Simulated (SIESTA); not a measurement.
A run of SIESTA 5.4.2 is set up as follows.

The input Nb4C3.fdf:

```
SystemName                      Nb4C3
SystemLabel                     Nb4C3
NumberOfSpecies                 2
NumberOfAtoms                   7
%block ChemicalSpeciesLabel
  1  41 Nb
  2   6 C
%endblock ChemicalSpeciesLabel

LatticeConstant                 1.0 Ang
%block LatticeVectors
     4.4707660000     0.0000000000     0.0000000000
     0.0000000000     4.4707660000     0.0000000000
     0.0000000000     0.0000000000     4.4707660000
%endblock LatticeVectors
AtomicCoordinatesFormat         Fractional
%block AtomicCoordinatesAndAtomicSpecies
     0.5000000000     0.5000000000     0.5000000000  1  Nb
     0.5000000000     0.0000000000     0.0000000000  1  Nb
     0.0000000000     0.0000000000     0.5000000000  1  Nb
     0.0000000000     0.5000000000     0.0000000000  1  Nb
     0.0000000000     0.5000000000     0.5000000000  2  C
     0.5000000000     0.5000000000     0.0000000000  2  C
     0.5000000000     0.0000000000     0.5000000000  2  C
%endblock AtomicCoordinatesAndAtomicSpecies

%block kgrid.MonkhorstPack
    6   0   0  0.0
    0   6   0  0.0
    0   0   6  0.0
%endblock kgrid.MonkhorstPack
XC.Functional                   GGA
XC.Authors                      PBEsol
PAO.BasisSize                   DZP
PAO.EnergyShift                 0.003 Ry
Mesh.Cutoff                     800 Ry
OccupationFunction              FD
ElectronicTemperature           0.05 eV
MaxSCFIterations                120
SCF.MustConverge                false
SCF.Mixer.Method                Pulay
SCF.Mixer.Weight                0.25
SCF.Mixer.History               8
SCF.DM.Tolerance                5.0e-05
SCF.H.Tolerance                 1.0e-03 eV
WriteForces                     true
Charge.Mulliken                 end
Charge.Hirshfeld                end
Charge.Voronoi                  end
SaveRho                         true
SaveElectrostaticPotential      true
%block PAO.Basis
  Nb 5
  n=4 0 2
    3.366 0.000
  n=5 0 2
    9.113 0.000
  n=4 1 2
    3.905 0.000
  n=5 1 1
    9.113
  n=4 2 2
    7.312 0.000
%endblock PAO.Basis
```

Potentials or basis: PseudoDojo 0.4 standard (PBEsol files), DZP (energy shift 0.003 Ry; two zetas on semicore shells).

Command:

```console
$ siesta Nb4C3.fdf > Nb4C3.out 2>&1
```

Q: Predict the pressure.

A: -6.5 GPa.

Q: What does it give for the Voronoi charges?

A: Nb +0.66, +0.41; C -0.63 e.

Q: Predict the band gap on the k mesh.

A: None (metal or under the smearing width).

Q: Estimate the Hirshfeld charges.

A: Nb +0.42, +0.26; C -0.40 e.

Caveat: the basis of atomic orbitals isn't converged, which shifts pressures, moduli and gaps.
